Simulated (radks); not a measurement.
**Taking charge from the 4s level of Pd³⁺ in fractions**

The task here is to estimate one member of a computed series from the others.

The numbers are computed with radks (a radial shooting solver on a logarithmic mesh, Libxc functionals) version 1 (scalar-relativistic Kohn-Sham, PBE, spin-unpolarised, spherical densities, finite nucleus), except any that are marked as measured or tabulated.

### The system

| Item | Value |
| --- | --- |
| element | palladium (Z = 46) |
| charge | +3 |
| electrons | 43 |
| configuration | [Kr] 4d7 |
| nuclear rms radius | 4.5318 fm |

Outer shells as boxes (Hund's rule):

Pd³⁺
```
[Kr] core
4d [↑↓][↑↓][↑ ][↑ ][↑ ]
```

The first run:

The run's settings:

```text
Z 46
configuration [Kr] 4d7
relativity scalar-relativistic
functional pbe,pbe
spin unpolarised
nucleus finite rms 4.5318 fm
c 137.035999084
```

On the command line:

```bash
python run_ks.py task.json out
```

The same process makes all the runs of this session.

Among the steps run: Start: [Kr] 4d7.

One table of the session follows, with a row left open; its other results are not shown here.

It belongs to the step «Start: [Kr] 4d7». Sizes of the orbitals, from the radial functions (bohr):

| level | <r> | outermost maximum (interpolated) | 90 % within | nodes |
| --- | --- | --- | --- | --- |
| 2s | 0.1383 | 0.117 | 0.214 | 1 |
| 2p | 0.1206 | 0.0934 | 0.196 | 0 |
| 3s | 0.3793 | 0.342 | 0.559 | 2 |
| 3p | ? | ? | ? | ? |
| 3d | 0.3575 | 0.282 | 0.567 | 0 |
| 4s | 0.9379 | 0.849 | 1.36 | 3 |
| 4p | 1.024 | 0.905 | 1.51 | 2 |
| 4d | 1.305 | 1.06 | 2.02 | 1 |

**Question.** Estimate the row for 3p.

The run gave: <r>: 0.3786; outermost maximum (interpolated): 0.335; 90 % within: 0.570; nodes: 1. In the column «<r>» it lies between 3d (0.3575) and 3s (0.3793).
